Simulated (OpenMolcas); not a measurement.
# One shape, several levels: C3H12AlN (SMILES C[N+](C)(C)[AlH3-])

Aim: a comparison of 6 runs (B2PLYP/6-31G*, BLYP/6-31G*, PBE/6-31G*, TPSS/6-31G*, B3LYP/6-31G*, MP2/6-31G*) of C3H12AlN. 

The calculation is run with OpenMolcas 26.06.

1 further run of the same task is left out (set aside as unsound or not needed).

## Step 1: The molecule

C3H12AlN has 17 atoms, charge 0, and is taken as a singlet. SMILES: `C[N+](C)(C)[AlH3-]`. The coordinates come from a PBE0-D4/def2-TZVP relaxation.

Bond lengths: C1–N2 1.467 Å, N2–C3 1.467 Å, N2–C4 1.467 Å, N2–Al5 2.053 Å, C1–H6 1.090 Å, C1–H7 1.096 Å, C1–H8 1.090 Å, C3–H9 1.090 Å, C3–H10 1.090 Å, C3–H11 1.096 Å, C4–H12 1.090 Å, C4–H13 1.096 Å, C4–H14 1.090 Å, Al5–H15 1.606 Å, Al5–H16 1.606 Å, Al5–H17 1.606 Å. Some angles: C1–N2–C3 110.1°, C1–N2–C4 110.1°, C1–N2–Al5 108.8°, C3–N2–C4 110.1°, C3–N2–Al5 108.8°, C4–N2–Al5 108.8°, N2–C1–H6 109.2°, N2–C1–H7 110.6°, N2–C1–H8 109.2°, N2–C3–H9 109.2°.

## Step 2: A single-point energy at B2PLYP/6-31G(d) (spherical functions) (run 1)

mol.xyz

```xyz
17

C     -0.410030     0.333490    -1.422360
N      0.091540    -0.040900    -0.095470
C      1.374430     0.621560     0.164800
C      0.248370    -1.496930    -0.007280
Al    -1.266110     0.565730     1.320390
H     -0.544290     1.414480    -1.463590
H      0.293440     0.022320    -2.203250
H     -1.374660    -0.145770    -1.589950
H      1.721230     0.353090     1.162760
H      1.236220     1.701960     0.121050
H      2.123090     0.318450    -0.576240
H      0.596680    -1.760740     0.991400
H      0.969260    -1.853650    -0.751970
H     -0.717070    -1.973220    -0.178530
H     -1.270920     2.146180     1.036030
H     -2.552060    -0.268800     0.842230
H     -0.519120     0.062750     2.649950
```

mol.input

```
>>> EXPORT MOLCAS_PRINT=2

&GATEWAY
 BasLib=$CurrDir
 Coord=mol.xyz
 Basis=6-31Gs
 Group=NoSym

&SEWARD
 GridInput
 Grid=UltraFine
 End of Grid

&SCF
 KSDFT=B2PLYP_SCF
 Thresholds=1e-10 1e-07 1e-07 1e-05
 PrOrbitals=1 1

&MBPT2
 Frozen=9
```

The basis set 6-31G* is read from a file made from the Basis Set Exchange's data (not shown).

The run is started by

```
$ export MOLCAS_MEM=1860
$ pymolcas mol.input > mol.log
```

Log:

```text
--- Start Module: gateway ---
[...]
--- Stop Module: gateway /rc=_RC_ALL_IS_WELL_ ---
[...]
      Basis functions           98
[...]
--- Start Module: scf ---
[...]
       Convergence after  12 Iterations
[...]
::    Total KS-DFT energy                            -418.1273437927
[...]
      Total spin, S                                     0.0000000000
[...]
      Total electronic charge=   50.000000
      Total            charge=   -0.000000
[...]
      Dipole Moment (debye):
      Origin of the operator (angstrom)=   -0.2062    0.0921    0.2150
                   X=  3.5986E+00               Y= -1.6079E+00               Z= -3.7529E+00           Total=  5.4423E+00
      Quadrupole Moment (debye*angstrom):
[...]
--- Stop Module: scf /rc=_RC_ALL_IS_WELL_ ---
[...]
--- Start Module: mbpt2 ---
[...]
 ###    WARNING: MP2 implementation intended for RHF references only         ###
 ###############################################################################
MBPT2 WARNING: Reference function according to RunFile:KS-DFT
I'll assume you know what you're doing and continue
WARNING!
Default frozen orbitals as non valence orbitals is overwritten by user input.
Default values:   6
[...]
       Reference weight ( Cref**2 )         =        0.75613
::    Total MBPT2 energy                             -418.8851443426
[...]
      Total MBPT2 calculations                           0.31      0.36
--- Stop Module: mbpt2 /rc=_RC_ALL_IS_WELL_ ---
[...]
```

Run time: 34 s. Hardware: 1 thread of Intel Xeon 6975P-C (Granite Rapids), shared host; peak memory 0.55 GiB.

## Step 3: Energy and gradient at BLYP/6-31G(d) (spherical functions) (run 2)

job.inp

```
* C3H12AlN Kohn-Sham DFT
>>> EXPORT MOLCAS_PRINT=2
&gateway
baslib
$CurrDir
coord
17
bohr
C     -0.77484440     0.63020477    -2.68787085
N      0.17298553    -0.07728980    -0.18041215
C      2.59729628     1.17457817     0.31142687
C      0.46935128    -2.82878773    -0.01375721
Al    -2.39260114     1.06907476     2.49517548
H     -1.02855903     2.67297981    -2.76578426
H      0.55452123     0.04217869    -4.16353908
H     -2.59773091    -0.27546538    -3.00457005
H      3.25265330     0.66724340     2.19729795
H      2.33611723     3.21623828     0.22875135
H      4.01205864     0.60178328    -1.08893578
H      1.12756178    -3.32731638     1.87347448
H      1.83163594    -3.50289083    -1.42101735
H     -1.35506591    -3.72884538    -0.33737281
H     -2.40169073     4.05569241     1.95781296
H     -4.82269445    -0.50795838     1.59158403
H     -0.98099463     0.11858031     5.00767974
basis
6-31Gs
group
NoSym
&seward
gridinput
Grid=UltraFine
End of Grid
&scf
ksdft
BLYP
thresholds
1e-10 1e-07 1e-07 1e-05
prorbitals
1 1
&alaska
```

The basis set 6-31G* is read from a file made from the Basis Set Exchange's data (not shown).

The run is started by

```
$ export MOLCAS_MEM=1860
$ pymolcas job.inp > job.log
```

Log:

```text
--- Start Module: gateway ---
[...]
--- Stop Module: gateway /rc=_RC_ALL_IS_WELL_ ---
[...]
      Basis functions           98
[...]
--- Start Module: scf ---
[...]
       Convergence after  12 Iterations
[...]
::    Total KS-DFT energy                            -418.5690011404
[...]
      Total spin, S                                     0.0000000000
[...]
      Total electronic charge=   50.000000
      Total            charge=   -0.000000
[...]
      Dipole Moment (debye):
      Origin of the operator (angstrom)=   -0.2062    0.0921    0.2150
                   X=  3.5459E+00               Y= -1.5843E+00               Z= -3.6979E+00           Total=  5.3626E+00
      Quadrupole Moment (debye*angstrom):
[...]
--- Stop Module: scf /rc=_RC_ALL_IS_WELL_ ---
[...]
--- Start Module: alaska ---
[...]
 *              Molecular gradients               *
 **************************************************
  Irreducible representation: a
 ------------------------------------------------------------------------------------------
                              X                       Y                       Z
 ------------------------------------------------------------------------------------------
  C1                4.34943031471313E-03   -3.12930916996135E-03    1.01096181596194E-02
  N2                5.80795240200793E-03   -2.59702744615725E-03   -6.08904303260915E-03
  C3               -9.77933414047349E-03   -5.40911648951026E-03   -2.44587751117026E-03
  C4               -8.64754150729619E-04    1.13529786239637E-02   -1.08346886387639E-03
  AL5               5.45936375065104E-03   -2.43488803375369E-03   -5.71407746337904E-03
  H6                9.06129338930861E-04   -6.13225072948431E-03    1.00483047799726E-03
  H7               -4.01703640434592E-03    1.68135764241206E-03    5.59821419819651E-03
  H8                5.49997635752009E-03    2.50543983266516E-03    1.70429685024898E-03
[...]
--- Stop Module: alaska /rc=_RC_ALL_IS_WELL_ ---
[...]
```

Wall time 70 s (1 thread of Intel Xeon 6975P-C (Granite Rapids), shared host); peak memory 0.55 GiB.

Run 3 isn't shown in full; the table further down has it.

## Step 4: Energy and gradient at TPSS/6-31G(d) (spherical functions) (run 4)

geom.xyz

```xyz
17

C     -0.410030     0.333490    -1.422360
N      0.091540    -0.040900    -0.095470
C      1.374430     0.621560     0.164800
C      0.248370    -1.496930    -0.007280
Al    -1.266110     0.565730     1.320390
H     -0.544290     1.414480    -1.463590
H      0.293440     0.022320    -2.203250
H     -1.374660    -0.145770    -1.589950
H      1.721230     0.353090     1.162760
H      1.236220     1.701960     0.121050
H      2.123090     0.318450    -0.576240
H      0.596680    -1.760740     0.991400
H      0.969260    -1.853650    -0.751970
H     -0.717070    -1.973220    -0.178530
H     -1.270920     2.146180     1.036030
H     -2.552060    -0.268800     0.842230
H     -0.519120     0.062750     2.649950
```

test.inp

```
&GATEWAY
BasLib = $CurrDir
Coord = geom.xyz
Basis = 6-31Gs
Group = NoSym
&SEWARD
GridInput
Grid=UltraFine
End of Grid
&SCF
KSDFT = 2
1.0 MGGA_X_TPSS
1.0 MGGA_C_TPSS
Thresholds = 1e-10 1e-07 1e-07 1e-05
PrOrbitals = 1
&ALASKA
```

The basis set 6-31G* is read from a file made from the Basis Set Exchange's data (not shown).

The run is started by

```
$ export MOLCAS_MEM=1860
$ pymolcas test.inp > test.log
```

Log:

```text
--- Start Module: gateway ---
[...]
--- Stop Module: gateway /rc=_RC_ALL_IS_WELL_ ---
[...]
      Basis functions           98
[...]
--- Start Module: scf ---
[...]
       Convergence after  12 Iterations
[...]
::    Total KS-DFT energy                            -418.7541676924
[...]
      Total spin, S                                     0.0000000000
[...]
      Total electronic charge=   50.000000
      Total            charge=   -0.000000
[...]
      Dipole Moment (debye):
      Origin of the operator (angstrom)=   -0.2062    0.0921    0.2150
                   X=  3.5696E+00               Y= -1.5949E+00               Z= -3.7227E+00           Total=  5.3986E+00
      Quadrupole Moment (debye*angstrom):
[...]
--- Stop Module: scf /rc=_RC_ALL_IS_WELL_ ---
[...]
--- Start Module: alaska ---
[...]
 *              Molecular gradients               *
 **************************************************
  Irreducible representation: a
 ------------------------------------------------------------------------------------------
                              X                       Y                       Z
 ------------------------------------------------------------------------------------------
  C1                4.18108719983001E-03   -3.04130228410515E-03    1.01249576791425E-02
  N2                5.66074229431102E-03   -2.53129804765612E-03   -5.93328913485014E-03
  C3               -9.79549133881541E-03   -5.29578132219433E-03   -2.29529841239426E-03
  C4               -9.77001975313918E-04    1.12847518525125E-02   -9.47337217583777E-04
  AL5               3.43450217460095E-03   -1.53037701150671E-03   -3.59678398864993E-03
  H6                3.07410485859361E-04   -3.55193246418306E-03   -7.45357920259870E-05
  H7               -2.54694250668619E-03    1.10815628891736E-03    3.01539953933094E-03
  H8                3.10692136335700E-03    1.71424459038905E-03    3.51640481051518E-04
[...]
--- Stop Module: alaska /rc=_RC_ALL_IS_WELL_ ---
[...]
```

Run time: 92 s. Hardware: 1 thread of Intel Xeon 6975P-C (Granite Rapids), shared host; peak memory 0.54 GiB.

Run 5 isn't shown in full; the table further down has it.

## Step 5: The energy at MP2/6-31G(d) (spherical functions) (run 6)

struct.xyz

```xyz
17

C     -0.410030     0.333490    -1.422360
N      0.091540    -0.040900    -0.095470
C      1.374430     0.621560     0.164800
C      0.248370    -1.496930    -0.007280
Al    -1.266110     0.565730     1.320390
H     -0.544290     1.414480    -1.463590
H      0.293440     0.022320    -2.203250
H     -1.374660    -0.145770    -1.589950
H      1.721230     0.353090     1.162760
H      1.236220     1.701960     0.121050
H      2.123090     0.318450    -0.576240
H      0.596680    -1.760740     0.991400
H      0.969260    -1.853650    -0.751970
H     -0.717070    -1.973220    -0.178530
H     -1.270920     2.146180     1.036030
H     -2.552060    -0.268800     0.842230
H     -0.519120     0.062750     2.649950
```

mol.inp

```
* C3H12AlN MP2
&gateway
baslib
$CurrDir
coord
struct.xyz
basis
6-31Gs
group
NoSym
&seward
&scf
thresholds
1e-10 1e-07 1e-07 1e-05
prorbitals
1 1
&mbpt2
frozen
9
```

The basis set 6-31G* is read from a file made from the Basis Set Exchange's data (not shown).

The run is started by

```
$ export MOLCAS_MEM=1860
$ pymolcas mol.inp > mol.log
```

Log:

```text
--- Start Module: gateway ---
[...]
--- Stop Module: gateway /rc=_RC_ALL_IS_WELL_ ---
[...]
      Basis functions           98
[...]
--- Start Module: scf ---
[...]
       Convergence after  12 Iterations
[...]
::    Total SCF energy                               -416.9286848722
[...]
      Total spin, S                                     0.0000000000
[...]
      Total electronic charge=   50.000000
      Total            charge=   -0.000000
[...]
      Dipole Moment (debye):
      Origin of the operator (angstrom)=   -0.2062    0.0921    0.2150
                   X=  3.6473E+00               Y= -1.6296E+00               Z= -3.8037E+00           Total=  5.5161E+00
      Quadrupole Moment (debye*angstrom):
[...]
--- Stop Module: scf /rc=_RC_ALL_IS_WELL_ ---
[...]
--- Start Module: mbpt2 ---
[...]
WARNING!
Default frozen orbitals as non valence orbitals is overwritten by user input.
Default values:   6
[...]
       Reference weight ( Cref**2 )         =        0.82589
::    Total MBPT2 energy                             -417.5477286805
[...]
      Total MBPT2 calculations                           0.32      0.37
--- Stop Module: mbpt2 /rc=_RC_ALL_IS_WELL_ ---
[...]
```

Wall time 7.8 s (1 thread of Intel Xeon 6975P-C (Granite Rapids), shared host); peak memory 0.55 GiB.

## Step 6: The series

| run | level | task | frozen core orbitals | energy (Eh) | dipole moment (D) of the reference | HOMO energy (eV) | LUMO energy (eV) | wall time |
| --- | --- | --- | --- | --- | --- | --- | --- | --- |
| 1 | B2PLYP/6-31G* (spherical functions) | energy | 9 | -418.331950 | 5.44 | -8.41 | 1.97 | 34 s |
| 2 | BLYP/6-31G* (spherical functions) | gradient | – | -418.569001 | 5.36 | -5.87 | 0.22 | 70 s |
| 3 | PBE/6-31G* (spherical functions) | gradient | – | -418.293575 | 5.36 | -5.99 | 0.04 | 68 s |
| 4 | TPSS/6-31G* (spherical functions) | gradient | – | -418.754168 | 5.40 | -6.27 | 0.26 | 92 s |
| 5 | B3LYP/6-31G* (Cartesian functions) | gradient | – | -418.726641 | 5.39 | -7.04 | 0.68 | 71 s |
| 6 | MP2/6-31G* (spherical functions) | energy | 9 | -417.547729 | 5.52 | -10.38 | 3.70 | 7.8 s |

## Step 7: What came out

| quantity | value |
| --- | --- |
| run 6: total energy | -417.54773 Eh |
| run 6: dipole moment (mean-field density) | 5.52 D |
| run 6: HOMO energy (Hartree–Fock orbitals) | -10.38 eV |
| run 6: LUMO energy (Hartree–Fock orbitals) | 3.70 eV |
| run 6: HOMO–LUMO gap (Hartree–Fock orbitals) | 14.08 eV |
| run 6: correlation energy (9 core orbitals frozen) | -619.0 mEh |

Over runs 1, 2, 3, 4, 5 the dipole moment (its size) runs from 5.36 D (PBE/6-31G*) to 5.44 D (B2PLYP/6-31G*). A double hybrid's value is that of its SCF part. Over runs 1, 2, 3, 4, 5 the HOMO–LUMO gap runs from 6.03 eV (PBE/6-31G*) to 10.38 eV (B2PLYP/6-31G*). For B2PLYP the log adds the whole second-order term; the table takes 0.27 of it, as the functional is defined. Totals of different functionals can't be ranked against each other. All runs together took 5.7 min, the longest 92 s.
